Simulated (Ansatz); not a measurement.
# CH3BrOSn: how energies converge with the basis set

How large a basis does CH3BrOSn need? Two functionals are run in growing sets.

The runs use Ansatz 0.2.0, Gaussian basis; one geometry, several basis sets.

Plan: PBE0-D4/def2-SVP; ωB97M-V/def2-SVP; PBE0-D4/def2-QZVPP; ωB97M-V/def2-QZVPP; the functionals' def2-TZVPP values are taken from earlier runs.

**1. Structure used throughout**

The geometry comes from an earlier relaxation with PBE0-D4 in a triple-zeta def2 set; it is a stationary point, not always the lowest conformer. Sn takes the def2 core potential; no spin-orbit term is included.

7 atoms, charge 0, spin multiplicity 1.

Atoms are counted from 1 here; the program's logs count them from 0.

Bond lengths: C1–O2 1.405 Å, C1–H5 1.095 Å, C1–H6 1.095 Å, C1–H7 1.095 Å, O2–Sn3 1.958 Å, Sn3–Br4 2.546 Å. Angles: O2–C1–H5 109.5°, O2–C1–H6 112.5°, O2–C1–H7 109.5°, H5–C1–H6 108.5°, H5–C1–H7 108.1°, H6–C1–H7 108.5°, C1–O2–Sn3 132.6°, O2–Sn3–Br4 99.3°.

**2. PBE0-D4 in def2-SVP**

in.yaml reads:

```yaml
crystal:
  periodic: [false, false, false]
  atoms:
    - {symbol: C, position_ang: [-0.541409, 0.467991, 0.538185]}
    - {symbol: O, position_ang: [0.641507, 0.841948, -0.120220]}
    - {symbol: Sn, position_ang: [1.866446, -0.129282, -1.298474]}
    - {symbol: Br, position_ang: [0.693006, -2.388154, -1.337714]}
    - {symbol: H, position_ang: [-1.362831, 1.114155, 0.210741]}
    - {symbol: H, position_ang: [-0.819115, -0.573486, 0.343551]}
    - {symbol: H, position_ang: [-0.416404, 0.598729, 1.618331]}
basis:
  gaussian: {orbitals: def2-SVP}
hamiltonian: {xc: pbe0, dispersion: d4}
output: {orbitals: {seedname: orbitals}}
```

The runs that follow: ωB97M-V in def2-SVP; PBE0-D4 in def2-QZVPP; ωB97M-V in def2-QZVPP.

Q: Predict the results of all the runs planned. Wanted: PBE0-D4: double and triple zeta above quadruple; ωB97M-V: double and triple zeta above quadruple.

The runs gave:

| quantity | value |
| --- | --- |
| PBE0-D4: double and triple zeta above quadruple | 14.18, 1.67 eV |
| ωB97M-V: double and triple zeta above quadruple | 14.23, 1.61 eV |

For PBE0-D4 the step from double to triple zeta gains 12.51 eV and the next only 1.67 eV. Total energies overstate the basis error of differences, where much of it tends to cancel.
